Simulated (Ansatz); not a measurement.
Born–Oppenheimer molecular dynamics of a periodic cell of 16 atoms, Ge (start crystal Ge, start structure diamond, volume 1.05 times the crystal's). It goes on from the last frame of an earlier run, with new velocities.

All numbers below come from DFT PBEsol, scalar-relativistic, plane waves, PAW (Ansatz 0.2.0). Settings: accuracy low, cutoff 420 eV, k mesh 2x2x2, fermi-dirac smearing 0.24 eV, no spin polarisation.

```json
{
  "ensemble": "NVT, Langevin thermostat",
  "time step": "3 fs",
  "steps asked": "110",
  "set temperature": "1680 K",
  "friction": "0.05 /fs",
  "seed": "17843"
}
```

Frames 3 fs apart, positions in Å, forces in eV/Å.

Velocities at 150.0 fs (Å/ps):

```
Ge -4.28 -3.93 -5.14
Ge -2.98 0.95 -0.60
Ge 0.91 5.47 4.92
Ge 4.31 8.16 0.73
Ge -6.74 4.57 -3.06
Ge -2.49 2.86 0.27
Ge -1.39 -0.94 -1.51
Ge 5.66 -1.31 -5.49
Ge 3.55 -0.50 1.18
Ge 7.84 0.55 -6.91
Ge 2.99 7.75 1.43
Ge -5.31 5.81 0.38
Ge 3.05 4.20 -0.28
Ge -0.19 5.83 -0.75
Ge -3.31 -2.08 -3.63
Ge -3.25 -3.51 4.70
```

```xyz
16
Lattice="0.0000 5.7528 5.7528 5.7528 0.0000 5.7528 5.7528 5.7528 0.0000" Properties=species:S:1:pos:R:3:forces:R:3 time_fs=150.0 energy_less_start_eV=-0.699 T=1387
Ge 0.570 2.316 -0.689 -0.01 0.43 0.10
Ge 2.082 2.977 1.879 -0.42 -0.87 -0.36
Ge 3.409 2.326 -0.539 0.44 0.04 0.79
Ge 4.371 7.008 0.879 1.20 -2.15 1.04
Ge 2.894 0.005 1.873 -0.57 0.32 -0.06
Ge 4.841 0.756 3.257 -0.88 1.00 -0.45
Ge 4.933 3.839 2.953 -0.67 -0.69 0.02
Ge 8.724 4.961 5.167 0.38 -0.05 0.21
Ge -0.280 2.844 3.509 -0.05 -0.77 -0.57
Ge 0.615 5.015 4.229 1.15 -0.13 1.00
Ge 2.613 5.270 2.589 0.27 0.60 -0.09
Ge 2.775 7.944 2.748 -0.25 0.16 -0.26
Ge 3.370 2.855 5.335 -1.09 1.61 -1.91
Ge 4.935 4.239 6.906 0.58 0.11 0.11
Ge 6.369 5.356 4.244 0.25 0.58 0.54
Ge 5.993 7.152 6.639 -0.32 -0.17 -0.10
16
Lattice="0.0000 5.7528 5.7528 5.7528 0.0000 5.7528 5.7528 5.7528 0.0000" Properties=species:S:1:pos:R:3:forces:R:3 time_fs=153.0 energy_less_start_eV=-0.714 T=1651
Ge 0.552 2.310 -0.705 0.09 0.44 0.11
Ge 2.078 2.979 1.875 -0.39 -0.74 -0.33
Ge 3.412 2.337 -0.529 0.43 -0.03 0.68
Ge 4.384 7.039 0.885 1.23 -2.26 1.19
Ge 2.869 0.016 1.863 -0.47 0.31 -0.02
Ge 4.835 0.761 3.260 -0.94 0.89 -0.43
Ge 4.926 3.833 2.946 -0.70 -0.69 0.00
Ge 8.740 4.953 5.159 0.29 0.05 0.20
Ge -0.267 2.842 3.511 -0.10 -0.76 -0.56
Ge 0.637 5.021 4.208 1.04 -0.11 0.96
Ge 2.624 5.289 2.595 0.31 0.49 -0.19
Ge 2.757 7.961 2.741 -0.22 0.16 -0.18
Ge 3.376 2.858 5.335 -1.19 1.70 -2.01
Ge 4.934 4.251 6.905 0.57 0.13 0.13
Ge 6.359 5.350 4.234 0.36 0.58 0.57
Ge 5.977 7.145 6.654 -0.31 -0.15 -0.11
16
Lattice="0.0000 5.7528 5.7528 5.7528 0.0000 5.7528 5.7528 5.7528 0.0000" Properties=species:S:1:pos:R:3:forces:R:3 time_fs=156.0 energy_less_start_eV=-0.696 T=1288
Ge 0.527 2.311 -0.725 0.20 0.46 0.11
Ge 2.077 2.975 1.871 -0.35 -0.61 -0.30
Ge 3.417 2.342 -0.523 0.41 -0.09 0.55
Ge 4.393 7.074 0.891 1.31 -2.42 1.37
Ge 2.848 0.025 1.850 -0.40 0.30 0.01
Ge 4.829 0.764 3.259 -1.00 0.80 -0.42
Ge 4.919 3.828 2.939 -0.73 -0.68 -0.02
Ge 8.749 4.943 5.159 0.23 0.12 0.19
Ge -0.249 2.841 3.511 -0.14 -0.72 -0.54
Ge 0.659 5.033 4.191 0.93 -0.15 0.95
Ge 2.634 5.306 2.605 0.35 0.36 -0.28
Ge 2.738 7.970 2.726 -0.19 0.18 -0.07
Ge 3.377 2.857 5.334 -1.31 1.84 -2.14
Ge 4.934 4.263 6.909 0.55 0.15 0.12
Ge 6.349 5.342 4.227 0.45 0.58 0.59
Ge 5.960 7.136 6.660 -0.30 -0.12 -0.12
16
Lattice="0.0000 5.7528 5.7528 5.7528 0.0000 5.7528 5.7528 5.7528 0.0000" Properties=species:S:1:pos:R:3:forces:R:3 time_fs=159.0 energy_less_start_eV=-0.693 T=1524
Ge 0.502 2.317 -0.742 0.29 0.46 0.12
Ge 2.071 2.966 1.867 -0.31 -0.44 -0.26
Ge 3.424 2.346 -0.520 0.39 -0.12 0.47
Ge 4.401 7.103 0.896 1.37 -2.51 1.49
Ge 2.836 0.043 1.833 -0.37 0.29 0.01
Ge 4.822 0.769 3.249 -0.98 0.71 -0.36
Ge 4.917 3.827 2.934 -0.77 -0.67 -0.05
Ge 8.749 4.936 5.153 0.23 0.17 0.21
Ge -0.227 2.840 3.505 -0.17 -0.66 -0.51
Ge 0.681 5.049 4.177 0.78 -0.16 0.92
Ge 2.645 5.330 2.610 0.37 0.15 -0.37
Ge 2.723 7.962 2.720 -0.16 0.24 0.01
Ge 3.376 2.859 5.333 -1.39 1.92 -2.22
Ge 4.930 4.280 6.914 0.53 0.14 0.10
Ge 6.347 5.333 4.224 0.47 0.59 0.61
Ge 5.946 7.129 6.654 -0.29 -0.10 -0.14
16
Lattice="0.0000 5.7528 5.7528 5.7528 0.0000 5.7528 5.7528 5.7528 0.0000" Properties=species:S:1:pos:R:3:forces:R:3 time_fs=162.0 energy_less_start_eV=-0.723 T=1370
Ge 0.482 2.325 -0.751 0.38 0.46 0.12
Ge 2.059 2.959 1.863 -0.27 -0.31 -0.24
Ge 3.430 2.351 -0.515 0.39 -0.16 0.42
Ge 4.407 7.125 0.901 1.35 -2.47 1.53
Ge 2.825 0.069 1.813 -0.33 0.28 0.01
Ge 4.817 0.780 3.239 -0.95 0.61 -0.31
Ge 4.916 3.826 2.937 -0.82 -0.66 -0.08
Ge 8.739 4.927 5.144 0.28 0.21 0.24
Ge -0.204 2.834 3.494 -0.20 -0.59 -0.47
Ge 0.701 5.063 4.162 0.63 -0.18 0.86
Ge 2.660 5.355 2.611 0.38 -0.09 -0.44
Ge 2.709 7.944 2.729 -0.14 0.33 0.04
Ge 3.372 2.866 5.326 -1.39 1.90 -2.20
Ge 4.929 4.297 6.916 0.50 0.13 0.08
Ge 6.350 5.325 4.222 0.46 0.62 0.61
Ge 5.937 7.129 6.648 -0.29 -0.09 -0.15
16
Lattice="0.0000 5.7528 5.7528 5.7528 0.0000 5.7528 5.7528 5.7528 0.0000" Properties=species:S:1:pos:R:3:forces:R:3 time_fs=165.0 energy_less_start_eV=-0.739 T=1560
Ge 0.466 2.332 -0.761 0.46 0.46 0.16
Ge 2.047 2.959 1.858 -0.23 -0.22 -0.23
Ge 3.438 2.359 -0.507 0.38 -0.19 0.36
Ge 4.408 7.147 0.904 1.31 -2.41 1.54
Ge 2.821 0.091 1.792 -0.27 0.29 0.01
Ge 4.817 0.791 3.241 -1.00 0.54 -0.32
Ge 4.909 3.820 2.949 -0.85 -0.64 -0.10
Ge 8.725 4.922 5.138 0.35 0.24 0.27
Ge -0.185 2.827 3.480 -0.22 -0.53 -0.44
Ge 0.717 5.075 4.147 0.54 -0.25 0.85
Ge 2.672 5.376 2.616 0.41 -0.29 -0.50
Ge 2.690 7.922 2.740 -0.11 0.44 0.07
Ge 3.371 2.884 5.323 -1.36 1.87 -2.16
Ge 4.933 4.318 6.918 0.49 0.11 0.06
Ge 6.354 5.321 4.222 0.40 0.63 0.59
Ge 5.927 7.136 6.645 -0.30 -0.08 -0.15
16
Lattice="0.0000 5.7528 5.7528 5.7528 0.0000 5.7528 5.7528 5.7528 0.0000" Properties=species:S:1:pos:R:3:forces:R:3 time_fs=168.0 energy_less_start_eV=-0.735 T=1711
Ge 0.456 2.339 -0.776 0.51 0.47 0.21
Ge 2.036 2.962 1.852 -0.18 -0.13 -0.25
Ge 3.453 2.362 -0.501 0.36 -0.19 0.33
Ge 4.414 7.170 0.914 1.31 -2.35 1.54
Ge 2.825 0.116 1.767 -0.24 0.31 0.01
Ge 4.816 0.801 3.243 -1.08 0.53 -0.33
Ge 4.895 3.812 2.959 -0.83 -0.57 -0.08
Ge 8.711 4.924 5.131 0.44 0.23 0.31
Ge -0.168 2.822 3.463 -0.25 -0.49 -0.40
Ge 0.727 5.087 4.127 0.47 -0.35 0.88
Ge 2.678 5.398 2.626 0.47 -0.49 -0.56
Ge 2.674 7.905 2.753 -0.10 0.58 0.10
Ge 3.370 2.901 5.330 -1.35 1.86 -2.14
Ge 4.935 4.343 6.926 0.49 0.08 0.02
Ge 6.362 5.321 4.225 0.27 0.59 0.52
Ge 5.910 7.144 6.645 -0.30 -0.07 -0.17
16
Lattice="0.0000 5.7528 5.7528 5.7528 0.0000 5.7528 5.7528 5.7528 0.0000" Properties=species:S:1:pos:R:3:forces:R:3 time_fs=171.0 energy_less_start_eV=-0.761 T=1541
Ge 0.453 2.342 -0.789 0.52 0.48 0.25
Ge 2.027 2.963 1.848 -0.13 -0.08 -0.29
Ge 3.477 2.353 -0.491 0.33 -0.14 0.31
Ge 4.422 7.188 0.930 1.27 -2.21 1.50
Ge 2.828 0.143 1.743 -0.24 0.32 -0.01
Ge 4.813 0.811 3.239 -1.13 0.53 -0.30
Ge 4.883 3.808 2.952 -0.79 -0.50 -0.03
Ge 8.707 4.931 5.124 0.53 0.16 0.35
Ge -0.145 2.814 3.452 -0.29 -0.47 -0.37
Ge 0.731 5.098 4.107 0.41 -0.40 0.90
Ge 2.678 5.417 2.629 0.54 -0.63 -0.61
Ge 2.659 7.899 2.772 -0.07 0.67 0.13
Ge 3.368 2.920 5.340 -1.27 1.76 -2.06
Ge 4.933 4.367 6.937 0.50 0.03 -0.02
Ge 6.371 5.318 4.226 0.13 0.53 0.45
Ge 5.895 7.146 6.644 -0.30 -0.05 -0.21
16
Lattice="0.0000 5.7528 5.7528 5.7528 0.0000 5.7528 5.7528 5.7528 0.0000" Properties=species:S:1:pos:R:3:forces:R:3 time_fs=174.0 energy_less_start_eV=-0.805 T=1701
Ge 0.455 2.338 -0.799 0.50 0.49 0.28
Ge 2.019 2.966 1.851 -0.07 -0.07 -0.36
Ge 3.504 2.340 -0.480 0.29 -0.08 0.32
Ge 4.424 7.205 0.950 1.23 -2.08 1.46
Ge 2.828 0.166 1.725 -0.25 0.31 -0.03
Ge 4.800 0.825 3.236 -1.11 0.50 -0.23
Ge 4.877 3.806 2.930 -0.72 -0.44 0.05
Ge 8.710 4.939 5.119 0.59 0.09 0.38
Ge -0.124 2.800 3.441 -0.34 -0.42 -0.33
Ge 0.734 5.111 4.092 0.29 -0.43 0.90
Ge 2.675 5.423 2.622 0.61 -0.66 -0.66
Ge 2.644 7.893 2.804 -0.05 0.71 0.14
Ge 3.371 2.935 5.344 -1.19 1.68 -2.00
Ge 4.930 4.381 6.953 0.50 0.00 -0.04
Ge 6.383 5.316 4.228 0.00 0.46 0.38
Ge 5.879 7.139 6.642 -0.29 -0.05 -0.24
16
Lattice="0.0000 5.7528 5.7528 5.7528 0.0000 5.7528 5.7528 5.7528 0.0000" Properties=species:S:1:pos:R:3:forces:R:3 time_fs=177.0 energy_less_start_eV=-0.862 T=1642
Ge 0.458 2.333 -0.810 0.49 0.50 0.31
Ge 2.012 2.970 1.856 -0.03 -0.09 -0.44
Ge 3.519 2.325 -0.475 0.28 -0.05 0.36
Ge 4.427 7.222 0.970 1.19 -1.95 1.43
Ge 2.828 0.188 1.709 -0.26 0.29 -0.07
Ge 4.779 0.843 3.230 -1.04 0.44 -0.13
Ge 4.869 3.803 2.907 -0.62 -0.37 0.13
Ge 8.711 4.938 5.114 0.64 0.04 0.39
Ge -0.112 2.782 3.426 -0.36 -0.36 -0.26
Ge 0.743 5.130 4.073 0.09 -0.46 0.91
Ge 2.674 5.417 2.618 0.72 -0.62 -0.74
Ge 2.634 7.883 2.839 -0.06 0.70 0.12
Ge 3.379 2.943 5.336 -1.10 1.59 -1.94
Ge 4.929 4.384 6.975 0.47 -0.01 -0.08
Ge 6.393 5.321 4.233 -0.13 0.38 0.29
Ge 5.861 7.127 6.637 -0.28 -0.05 -0.27
16
Lattice="0.0000 5.7528 5.7528 5.7528 0.0000 5.7528 5.7528 5.7528 0.0000" Properties=species:S:1:pos:R:3:forces:R:3 time_fs=180.0 energy_less_start_eV=-0.916 T=2008
Ge 0.462 2.331 -0.820 0.47 0.51 0.32
Ge 2.006 2.976 1.854 0.01 -0.10 -0.51
Ge 3.527 2.307 -0.474 0.29 -0.02 0.41
Ge 4.434 7.240 0.983 1.13 -1.80 1.38
Ge 2.821 0.212 1.694 -0.27 0.25 -0.11
Ge 4.757 0.861 3.222 -0.95 0.40 -0.02
Ge 4.855 3.803 2.886 -0.53 -0.32 0.20
Ge 8.712 4.932 5.106 0.66 0.01 0.40
Ge -0.104 2.765 3.412 -0.38 -0.31 -0.21
Ge 0.754 5.148 4.042 -0.15 -0.47 0.94
Ge 2.679 5.415 2.617 0.86 -0.55 -0.84
Ge 2.627 7.881 2.870 -0.06 0.67 0.08
Ge 3.378 2.948 5.321 -1.00 1.48 -1.84
Ge 4.922 4.384 6.997 0.42 -0.01 -0.13
Ge 6.398 5.324 4.233 -0.22 0.32 0.23
Ge 5.837 7.111 6.628 -0.27 -0.05 -0.30
16
Lattice="0.0000 5.7528 5.7528 5.7528 0.0000 5.7528 5.7528 5.7528 0.0000" Properties=species:S:1:pos:R:3:forces:R:3 time_fs=183.0 energy_less_start_eV=-0.979 T=1548
Ge 0.464 2.334 -0.824 0.45 0.50 0.31
Ge 2.002 2.981 1.851 0.02 -0.10 -0.56
Ge 3.538 2.288 -0.476 0.30 0.03 0.48
Ge 4.441 7.259 0.991 1.05 -1.64 1.31
Ge 2.804 0.236 1.688 -0.27 0.18 -0.14
Ge 4.732 0.875 3.212 -0.87 0.38 0.09
Ge 4.835 3.801 2.870 -0.46 -0.29 0.26
Ge 8.710 4.928 5.100 0.67 -0.03 0.40
Ge -0.102 2.751 3.401 -0.38 -0.27 -0.17
Ge 0.761 5.166 4.011 -0.37 -0.49 0.96
Ge 2.684 5.422 2.615 0.97 -0.47 -0.92
Ge 2.626 7.893 2.899 -0.08 0.63 0.02
Ge 3.367 2.953 5.302 -0.88 1.34 -1.72
Ge 4.912 4.384 7.007 0.36 0.02 -0.16
Ge 6.401 5.324 4.224 -0.29 0.28 0.18
Ge 5.810 7.091 6.618 -0.24 -0.05 -0.32
```

Of the whole run (330 fs, mean temperature of the second half 1649 K): A run of 0.33 ps of so small a system gives no equilibrium averages. Limits of this set-up: coarse k mesh, low accuracy level.

Time of the run: 11 min on 2 threads of Intel(R) Xeon(R) 6975P-C (Granite Rapids), with other jobs on the host, peak memory 1.3 GiB.
